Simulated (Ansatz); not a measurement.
# FGaH2N− (SMILES [NH-][GaH][F]): a rigid scan of the dihedral angle H4–N1–Ga2–F3, part 3 of 3

Ansatz 0.2.0, Gaussian basis. Earlier steps stand in the parts before.

### Step 8. H4–N1–Ga2–F3 = -88.4°

pbe-tzvppd/in.yaml reads:

```yaml
crystal:
  periodic: [false, false, false]
  atoms:
    - {symbol: N, position_ang: [-0.920955, -1.103272, 0.068187]}
    - {symbol: Ga, position_ang: [0.398231, 0.074571, 0.138787]}
    - {symbol: F, position_ang: [1.739244, 0.307498, -1.104111]}
    - {symbol: H, position_ang: [-1.714044, -0.701751, -0.438268]}
    - {symbol: H, position_ang: [0.730225, 1.167862, 1.242758]}
basis:
  gaussian: {orbitals: "def2-TZVPPD.json"}
total_charge: -1
hamiltonian: {xc: pbe, dispersion: d4}
output: {forces: true}
```

r2scan-tzvppd/in.yaml differs from pbe-tzvppd/in.yaml so:

```diff
-hamiltonian: {xc: pbe, dispersion: d4}
+hamiltonian: {xc: r2scan, dispersion: d4}
```

pbe0-tzvppd/in.yaml:

```diff
-hamiltonian: {xc: pbe, dispersion: d4}
-output: {forces: true}
+hamiltonian: {xc: pbe0, dispersion: d4}
+output: {forces: true, orbitals: {seedname: orbitals}}
```

b3lyp-tzvppd/in.yaml:

```diff
-hamiltonian: {xc: pbe, dispersion: d4}
+hamiltonian: {xc: {name: B3LYP}, dispersion: d4}
```

wb97mv-tzvppd/in.yaml:

```diff
-hamiltonian: {xc: pbe, dispersion: d4}
-output: {forces: true}
+hamiltonian: {xc: {name: wB97M-V}}
```

ccsdt-tzvppd/in.yaml:

```diff
-hamiltonian: {xc: pbe, dispersion: d4}
-output: {forces: true}
+correlation: {method: ccsd_t}
```

The same command starts each run, in its folder.

Launch:

```bash
ansatz run in.yaml --threads 2 --pin off --events-out ev --progress --plain --max-ram 4352MiB
```

Output in pbe-tzvppd, shortened:

```text
Functional definition: PBE
  name "PBE"
  cite "Perdew, Burke & Ernzerhof, Phys. Rev. Lett. 77, 3865 (1996) doi:10.1103/PhysRevLett.77.3865"
  parent pbe
[...]
870 factors; their error is unknown
[...]
mean field -56608.38993872 eV, -2080.3199597031 hartree, gradient 2.8e-5 eV, S^2 0.000000; 0 other end points of the search recorded, 0 dependent functions left out
[...]
Atom 1 at     0.398231     0.074571     0.138787 Å, force    -0.453370     0.452054     0.009633 eV/Å
Atom 2 at     1.739244     0.307498    -1.104111 Å, force     0.391505    -0.002085    -0.175386 eV/Å
Atom 3 at    -1.714044    -0.701751    -0.438268 Å, force    -0.242073    -0.053523    -0.218844 eV/Å
Atom 4 at     0.730225     1.167862     1.242758 Å, force     0.391709     0.107502     0.225300 eV/Å
Dipole moment:     0.256821     0.464991     0.078079 e Å
```

r2scan-tzvppd printed, shortened:

```text
[... 5 set-up lines as earlier in the session ...]
[...]
870 factors; their error is unknown
[...]
Atom 1 at     0.398231     0.074571     0.138787 Å, force    -0.374368     0.406927    -0.197351 eV/Å
Atom 2 at     1.739244     0.307498    -1.104111 Å, force     0.033273    -0.072906     0.162769 eV/Å
Atom 3 at    -1.714044    -0.701751    -0.438268 Å, force    -0.012250    -0.164082    -0.067795 eV/Å
Atom 4 at     0.730225     1.167862     1.242758 Å, force     0.369673    -0.019589     0.089968 eV/Å
Dipole moment:     0.285432     0.487188     0.075432 e Å
```

Log of pbe0-tzvppd, shortened:

```text
[... 5 set-up lines as earlier in the session ...]
[...]
918 factors; their error is unknown
[...]
mean field -56609.21513726 eV, -2080.3502851902 hartree, gradient 4.8e-5 eV, S^2 0.000000; 0 other end points of the search recorded, 0 dependent functions left out
[...]
Atom 1 at     0.398231     0.074571     0.138787 Å, force    -0.379963     0.294045    -0.218937 eV/Å
Atom 2 at     1.739244     0.307498    -1.104111 Å, force     0.035129    -0.057580     0.152603 eV/Å
Atom 3 at    -1.714044    -0.701751    -0.438268 Å, force     0.042804    -0.192458    -0.022539 eV/Å
Atom 4 at     0.730225     1.167862     1.242758 Å, force     0.366671     0.039127     0.124750 eV/Å
Dipole moment:     0.296882     0.513364     0.082864 e Å
```

b3lyp-tzvppd printed, shortened:

```text
[... 6 set-up lines as earlier in the session ...]
[...]
913 factors; their error is unknown
[...]
Atom 1 at     0.398231     0.074571     0.138787 Å, force    -0.347404     0.445943    -0.057219 eV/Å
Atom 2 at     1.739244     0.307498    -1.104111 Å, force     0.212602    -0.033804    -0.011636 eV/Å
Atom 3 at    -1.714044    -0.701751    -0.438268 Å, force    -0.002202    -0.212090    -0.041250 eV/Å
Atom 4 at     0.730225     1.167862     1.242758 Å, force     0.369993     0.038518     0.142722 eV/Å
Dipole moment:     0.284750     0.506086     0.084613 e Å
```

wb97mv-tzvppd printed, shortened:

```text
[... 5 set-up lines as earlier in the session ...]
  # Of w^i u^j: cxij and so on, Table III.
[...]
  gx(w, u) = 1 - cx + cx01*u + cx10*w
[...]
      + integral(e_c_pw_mod_opposite_spin*gos(b97_w_opposite, b97_u_opposite)) + vv10(b, c)
901 factors; their error is unknown
238 factors; integrals over basis functions are off by at most 2.9e-5 eV
[...]
mean field -56616.45737837 eV, -2080.6164326421 hartree, gradient 8.5e-5 eV, S^2 0.000000; 0 other end points of the search recorded, 0 dependent functions left out
reference -56616.45743572 eV, -2080.6164347494 hartree; 25, 25 occupied and 140, 140 virtual orbitals, 901 factors
Total energy: -56616.45743572 eV, -2080.6164347494 hartree
```

Log of ccsdt-tzvppd, shortened:

```text
[... 4 set-up lines as earlier in the session ...]
[...]
1012 factors; integrals over basis functions are off by at most 9.4e-4 eV
[...]
mean field -56555.55951486 eV, -2078.3784774360 hartree, gradient 3.1e-6 eV, S^2 0.000000; 0 other end points of the search recorded, 0 dependent functions left out
11 core orbitals not correlated: weight in the atoms' cores, before any rotation towards them, 1.000 or more for the frozen orbitals, at most 0.000 for the correlated occupied ones
reference -56555.55951486 eV, -2078.3784774360 hartree; 14, 14 occupied and 140, 140 virtual orbitals, 1012 factors
second order -19.86308321 eV of doubles, -0.00000000 eV of singles
cycle   1  -18.92914843 eV  change    9.3e-1 eV  update   1.4e-1
[...]
cycle  12  -19.68671883 eV  change   -2.2e-5 eV  update   2.8e-5
perturbative correction -0.84088934 eV, -0.0309021132 hartree
Total energy: -56576.08712302 eV, -2079.1328531219 hartree
```

Wall times: 2.1 s (pbe-tzvppd), 4.1 s (r2scan-tzvppd), 2.9 s (pbe0-tzvppd), 3.2 s (b3lyp-tzvppd), 7.5 s (wb97mv-tzvppd), 45 s (ccsdt-tzvppd) on 2 threads, shared host; peak memory 1.4 GiB.

### Step 9. H4–N1–Ga2–F3 = -48.4°

pbe-tzvppd/in.yaml reads:

```yaml
crystal:
  periodic: [false, false, false]
  atoms:
    - {symbol: N, position_ang: [-0.920955, -1.103272, 0.068187]}
    - {symbol: Ga, position_ang: [0.398231, 0.074571, 0.138787]}
    - {symbol: F, position_ang: [1.080543, 1.054891, -1.265061]}
    - {symbol: H, position_ang: [-1.714044, -0.701751, -0.438268]}
    - {symbol: H, position_ang: [1.274462, 0.550343, 1.375765]}
basis:
  gaussian: {orbitals: "def2-TZVPPD.json"}
total_charge: -1
hamiltonian: {xc: pbe, dispersion: d4}
output: {forces: true}
```

r2scan-tzvppd/in.yaml differs from pbe-tzvppd/in.yaml so:

```diff
-hamiltonian: {xc: pbe, dispersion: d4}
+hamiltonian: {xc: r2scan, dispersion: d4}
```

pbe0-tzvppd/in.yaml:

```diff
-hamiltonian: {xc: pbe, dispersion: d4}
-output: {forces: true}
+hamiltonian: {xc: pbe0, dispersion: d4}
+output: {forces: true, orbitals: {seedname: orbitals}}
```

b3lyp-tzvppd/in.yaml:

```diff
-hamiltonian: {xc: pbe, dispersion: d4}
+hamiltonian: {xc: {name: B3LYP}, dispersion: d4}
```

wb97mv-tzvppd/in.yaml:

```diff
-hamiltonian: {xc: pbe, dispersion: d4}
-output: {forces: true}
+hamiltonian: {xc: {name: wB97M-V}}
```

ccsdt-tzvppd/in.yaml:

```diff
-hamiltonian: {xc: pbe, dispersion: d4}
-output: {forces: true}
+correlation: {method: ccsd_t}
```

The same command starts each run, in its folder.

Launch:

```bash
ansatz run in.yaml --threads 2 --pin off --events-out ev --progress --plain --max-ram 4352MiB
```

Output in pbe-tzvppd, shortened:

```text
[... 4 set-up lines as earlier in the session ...]
[...]
870 factors; their error is unknown
[...]
mean field -56608.62612107 eV, -2080.3286392445 hartree, gradient 3.4e-5 eV, S^2 0.000000; 0 other end points of the search recorded, 0 dependent functions left out
[...]
Atom 1 at     0.398231     0.074571     0.138787 Å, force    -0.030466     0.142621     0.303807 eV/Å
Atom 2 at     1.080543     1.054891    -1.265061 Å, force     0.163629     0.344429    -0.336137 eV/Å
Atom 3 at    -1.714044    -0.701751    -0.438268 Å, force    -0.144504    -0.101478    -0.540987 eV/Å
Atom 4 at     1.274462     0.550343     1.375765 Å, force     0.300355    -0.092053     0.040339 eV/Å
Dipole moment:     0.265563     0.394528     0.060536 e Å
```

r2scan-tzvppd printed, shortened:

```text
[... 5 set-up lines as earlier in the session ...]
[...]
870 factors; their error is unknown
[...]
Atom 1 at     0.398231     0.074571     0.138787 Å, force    -0.063726     0.212278     0.082520 eV/Å
Atom 2 at     1.080543     1.054891    -1.265061 Å, force    -0.024672     0.076276     0.039955 eV/Å
Atom 3 at    -1.714044    -0.701751    -0.438268 Å, force     0.105097    -0.219904    -0.411158 eV/Å
Atom 4 at     1.274462     0.550343     1.375765 Å, force     0.212074    -0.156016    -0.119542 eV/Å
Dipole moment:     0.288752     0.414159     0.057091 e Å
```

pbe0-tzvppd printed, shortened:

```text
[... 5 set-up lines as earlier in the session ...]
[...]
918 factors; their error is unknown
[...]
mean field -56609.44211664 eV, -2080.3586265284 hartree, gradient 4.4e-5 eV, S^2 0.000000; 0 other end points of the search recorded, 0 dependent functions left out
[...]
Atom 1 at     0.398231     0.074571     0.138787 Å, force    -0.134598     0.122791     0.026582 eV/Å
Atom 2 at     1.080543     1.054891    -1.265061 Å, force    -0.018811     0.077216     0.043301 eV/Å
Atom 3 at    -1.714044    -0.701751    -0.438268 Å, force     0.160296    -0.260350    -0.338226 eV/Å
Atom 4 at     1.274462     0.550343     1.375765 Å, force     0.244696    -0.115309    -0.061776 eV/Å
Dipole moment:     0.310262     0.435959     0.067328 e Å
```

Log of b3lyp-tzvppd, shortened:

```text
[... 6 set-up lines as earlier in the session ...]
[...]
913 factors; their error is unknown
[...]
Atom 1 at     0.398231     0.074571     0.138787 Å, force    -0.001617     0.173900     0.226352 eV/Å
Atom 2 at     1.080543     1.054891    -1.265061 Å, force     0.066898     0.206262    -0.148842 eV/Å
Atom 3 at    -1.714044    -0.701751    -0.438268 Å, force     0.114568    -0.279749    -0.357731 eV/Å
Atom 4 at     1.274462     0.550343     1.375765 Å, force     0.247417    -0.121389    -0.049293 eV/Å
Dipole moment:     0.297984     0.427156     0.068606 e Å
```

wb97mv-tzvppd printed, shortened:

```text
[... 5 set-up lines as earlier in the session ...]
  # Of w^i u^j: cxij and so on, Table III.
[...]
  gx(w, u) = 1 - cx + cx01*u + cx10*w
[...]
      + integral(e_c_pw_mod_opposite_spin*gos(b97_w_opposite, b97_u_opposite)) + vv10(b, c)
901 factors; their error is unknown
240 factors; integrals over basis functions are off by at most 2.5e-5 eV
[...]
mean field -56616.68010004 eV, -2080.6246175123 hartree, gradient 3.8e-5 eV, S^2 0.000000; 0 other end points of the search recorded, 0 dependent functions left out
reference -56616.68015821 eV, -2080.6246196501 hartree; 25, 25 occupied and 140, 140 virtual orbitals, 901 factors
Total energy: -56616.68015821 eV, -2080.6246196501 hartree
```

ccsdt-tzvppd printed, shortened:

```text
[... 4 set-up lines as earlier in the session ...]
[...]
1012 factors; integrals over basis functions are off by at most 1.1e-3 eV
[...]
mean field -56555.76310268 eV, -2078.3859591504 hartree, gradient 1.8e-6 eV, S^2 0.000000; 0 other end points of the search recorded, 0 dependent functions left out
11 core orbitals not correlated: weight in the atoms' cores, before any rotation towards them, 1.000 or more for the frozen orbitals, at most 0.000 for the correlated occupied ones
reference -56555.76310268 eV, -2078.3859591504 hartree; 14, 14 occupied and 140, 140 virtual orbitals, 1012 factors
second order -19.90218649 eV of doubles, -0.00000000 eV of singles
cycle   1  -18.95281402 eV  change    9.5e-1 eV  update   1.4e-1
[...]
cycle  12  -19.72250597 eV  change   -2.7e-5 eV  update   2.0e-5
perturbative correction -0.84945015 eV, -0.0312167173 hartree
Total energy: -56576.33505881 eV, -2079.1419645938 hartree
```

Times: 1.9 s (pbe-tzvppd), 4.2 s (r2scan-tzvppd), 2.9 s (pbe0-tzvppd), 3.1 s (b3lyp-tzvppd), 8.5 s (wb97mv-tzvppd), 47 s (ccsdt-tzvppd) on 2 threads, shared host; peak memory 1.4 GiB.

### Step 10. H4–N1–Ga2–F3 = -8.4°

pbe-tzvppd/in.yaml reads:

```yaml
crystal:
  periodic: [false, false, false]
  atoms:
    - {symbol: N, position_ang: [-0.920955, -1.103272, 0.068187]}
    - {symbol: Ga, position_ang: [0.398231, 0.074571, 0.138787]}
    - {symbol: F, position_ang: [0.487936, 1.687649, -0.748512]}
    - {symbol: H, position_ang: [-1.714044, -0.701751, -0.438268]}
    - {symbol: H, position_ang: [1.764101, 0.027527, 0.948997]}
basis:
  gaussian: {orbitals: "def2-TZVPPD.json"}
total_charge: -1
hamiltonian: {xc: pbe, dispersion: d4}
output: {forces: true}
```

r2scan-tzvppd/in.yaml differs from pbe-tzvppd/in.yaml so:

```diff
-hamiltonian: {xc: pbe, dispersion: d4}
+hamiltonian: {xc: r2scan, dispersion: d4}
```

pbe0-tzvppd/in.yaml:

```diff
-hamiltonian: {xc: pbe, dispersion: d4}
-output: {forces: true}
+hamiltonian: {xc: pbe0, dispersion: d4}
+output: {forces: true, orbitals: {seedname: orbitals}}
```

b3lyp-tzvppd/in.yaml:

```diff
-hamiltonian: {xc: pbe, dispersion: d4}
+hamiltonian: {xc: {name: B3LYP}, dispersion: d4}
```

wb97mv-tzvppd/in.yaml:

```diff
-hamiltonian: {xc: pbe, dispersion: d4}
-output: {forces: true}
+hamiltonian: {xc: {name: wB97M-V}}
```

ccsdt-tzvppd/in.yaml:

```diff
-hamiltonian: {xc: pbe, dispersion: d4}
-output: {forces: true}
+correlation: {method: ccsd_t}
```

One command serves all of them, each in its own folder.

Launch:

```bash
ansatz run in.yaml --threads 2 --pin off --events-out ev --progress --plain --max-ram 4352MiB
```

Output in pbe-tzvppd, shortened:

```text
[... 4 set-up lines as earlier in the session ...]
[...]
870 factors; their error is unknown
[...]
mean field -56608.83611561 eV, -2080.3363564013 hartree, gradient 1.3e-5 eV, S^2 0.000000; 0 other end points of the search recorded, 0 dependent functions left out
[...]
Atom 1 at     0.398231     0.074571     0.138787 Å, force     0.233286    -0.086489     0.208119 eV/Å
Atom 2 at     0.487936     1.687649    -0.748512 Å, force     0.017803     0.452572    -0.218716 eV/Å
Atom 3 at    -1.714044    -0.701751    -0.438268 Å, force    -0.248198     0.110639    -0.276782 eV/Å
Atom 4 at     1.764101     0.027527     0.948997 Å, force     0.103231    -0.035101     0.012158 eV/Å
Dipole moment:     0.289829     0.330588     0.006801 e Å
```

r2scan-tzvppd printed, shortened:

```text
[... 5 set-up lines as earlier in the session ...]
[...]
870 factors; their error is unknown
[...]
Atom 1 at     0.398231     0.074571     0.138787 Å, force     0.126185     0.065544     0.065409 eV/Å
Atom 2 at     0.487936     1.687649    -0.748512 Å, force    -0.017726     0.013560     0.017639 eV/Å
Atom 3 at    -1.714044    -0.701751    -0.438268 Å, force     0.002284     0.003123    -0.133031 eV/Å
Atom 4 at     1.764101     0.027527     0.948997 Å, force    -0.064534    -0.028303    -0.093577 eV/Å
Dipole moment:     0.306321     0.348043     0.005887 e Å
```

pbe0-tzvppd printed, shortened:

```text
[... 5 set-up lines as earlier in the session ...]
[...]
918 factors; their error is unknown
[...]
mean field -56609.65214841 eV, -2080.3663450537 hartree, gradient 3.5e-5 eV, S^2 0.000000; 0 other end points of the search recorded, 0 dependent functions left out
[...]
Atom 1 at     0.398231     0.074571     0.138787 Å, force     0.008324     0.002731     0.028762 eV/Å
Atom 2 at     0.487936     1.687649    -0.748512 Å, force    -0.009926     0.013823     0.020475 eV/Å
Atom 3 at    -1.714044    -0.701751    -0.438268 Å, force     0.069742    -0.058578    -0.071519 eV/Å
Atom 4 at     1.764101     0.027527     0.948997 Å, force     0.003967    -0.020463    -0.054615 eV/Å
Dipole moment:     0.334166     0.366882     0.011673 e Å
```

Output in b3lyp-tzvppd, shortened:

```text
[... 6 set-up lines as earlier in the session ...]
[...]
913 factors; their error is unknown
[...]
Atom 1 at     0.398231     0.074571     0.138787 Å, force     0.219846    -0.030809     0.165490 eV/Å
Atom 2 at     0.487936     1.687649    -0.748512 Å, force    -0.004799     0.229273    -0.101770 eV/Å
Atom 3 at    -1.714044    -0.701751    -0.438268 Å, force     0.021617    -0.076164    -0.085389 eV/Å
Atom 4 at     1.764101     0.027527     0.948997 Å, force     0.009871    -0.028823    -0.046726 eV/Å
Dipole moment:     0.323508     0.357272     0.011610 e Å
```

Output in wb97mv-tzvppd, shortened:

```text
[... 5 set-up lines as earlier in the session ...]
  # Of w^i u^j: cxij and so on, Table III.
[...]
  gx(w, u) = 1 - cx + cx01*u + cx10*w
[...]
      + integral(e_c_pw_mod_opposite_spin*gos(b97_w_opposite, b97_u_opposite)) + vv10(b, c)
901 factors; their error is unknown
239 factors; integrals over basis functions are off by at most 2.0e-5 eV
[...]
mean field -56616.88815754 eV, -2080.6322634843 hartree, gradient 6.5e-5 eV, S^2 0.000000; 0 other end points of the search recorded, 0 dependent functions left out
reference -56616.88821605 eV, -2080.6322656347 hartree; 25, 25 occupied and 140, 140 virtual orbitals, 901 factors
Total energy: -56616.88821605 eV, -2080.6322656347 hartree
```

Output in ccsdt-tzvppd, shortened:

```text
[... 4 set-up lines as earlier in the session ...]
[...]
1012 factors; integrals over basis functions are off by at most 1.2e-3 eV
[...]
mean field -56555.96722545 eV, -2078.3934605239 hartree, gradient 1.9e-6 eV, S^2 0.000000; 0 other end points of the search recorded, 0 dependent functions left out
11 core orbitals not correlated: weight in the atoms' cores, before any rotation towards them, 1.000 or more for the frozen orbitals, at most 0.000 for the correlated occupied ones
reference -56555.96722545 eV, -2078.3934605239 hartree; 14, 14 occupied and 140, 140 virtual orbitals, 1012 factors
second order -19.92240377 eV of doubles, -0.00000000 eV of singles
cycle   1  -18.96831372 eV  change    9.5e-1 eV  update   1.4e-1
[...]
cycle  12  -19.74298658 eV  change   -1.3e-5 eV  update   9.3e-6
perturbative correction -0.85202288 eV, -0.0313112632 hartree
Total energy: -56576.56223491 eV, -2079.1503131616 hartree
```

They took 1.9 s (pbe-tzvppd), 4.3 s (r2scan-tzvppd), 3 s (pbe0-tzvppd), 3.4 s (b3lyp-tzvppd), 8 s (wb97mv-tzvppd), 48 s (ccsdt-tzvppd) on 2 threads, shared host; peak memory 1.4 GiB.

### Step 11. The curves

Energies less that of the minimum at the same level (kJ/mol):

```csv
dihedral angle (°),PBE-D4,r2SCAN-D4,PBE0-D4,B3LYP-D4,wB97M-V,Hartree-Fock,MP2,CCSD,CCSD(T)
-168.4,12.8,12.7,11.8,12.3,11.5,9.8,11.9,11.3,11.9
-128.4,32.1,33.0,31.1,31.8,30.6,28.5,32.6,32.2,33.1
-88.4,43.8,45.7,42.9,43.7,42.3,40.1,45.8,45.6,46.6
-48.4,21.0,22.2,21.0,21.2,20.8,20.4,22.4,22.5,22.7
-8.4,0.7,0.8,0.7,0.7,0.7,0.7,0.8,0.8,0.8
0.0 (minimum),0.0,0.0,0.0,0.0,0.0,0.0,0.0,0.0,0.0
31.6,9.8,10.4,9.8,9.9,9.8,9.7,10.5,10.5,10.6
71.6,37.0,38.9,36.6,37.2,36.2,34.7,39.2,39.1,39.8
111.6,40.9,42.3,39.8,40.6,39.2,36.8,42.2,41.8,42.9
151.6,18.8,19.0,17.9,18.4,17.5,15.8,18.3,17.9,18.5
```

Miss and cost, level by level (times from a shared host):

| method | RMS deviation from CCSD(T) (kJ/mol) | mean time a point |
| --- | --- | --- |
| PBE-D4 | 1.7 | 1.9 s |
| r2SCAN-D4 | 0.6 | 4.1 s |
| PBE0-D4 | 2.1 | 2.9 s |
| B3LYP-D4 | 1.7 | 3.3 s |
| wB97M-V | 2.5 | 7.9 s |
| Hartree-Fock | 4.0 | part of the CCSD(T) run |
| MP2 | 0.4 | part of the CCSD(T) run |
| CCSD | 0.7 | part of the CCSD(T) run |
| CCSD(T) | 0 | 46 s |

For cost: r2SCAN-D4 comes within 0.6 kJ/mol at 4.1 s a point, where CCSD(T) needs 46 s.

### Step 12. Outcome

This closing draws on all 3 parts.

```
                  quantity                                                                                                          value
    highest point, CCSD(T)                                                                                         46.6 kJ/mol at -88.4 °
     lowest point, CCSD(T)                                                                                            0.0 kJ/mol at 0.0 °
RMS deviation from CCSD(T)  PBE-D4 1.7, r2SCAN-D4 0.6, PBE0-D4 2.1, B3LYP-D4 1.7, wB97M-V 2.5, Hartree-Fock 4.0, MP2 0.4, CCSD 0.7 kJ/mol
     largest T1 diagnostic                                                                                                          0.019
```

Over the points sampled the torsion costs at most 46.6 kJ/mol, a hindered rotation that is fast at room temperature. A rigid scan overstates barriers, since nothing else may give way. MP2 follows the CCSD(T) curve best and Hartree-Fock worst.
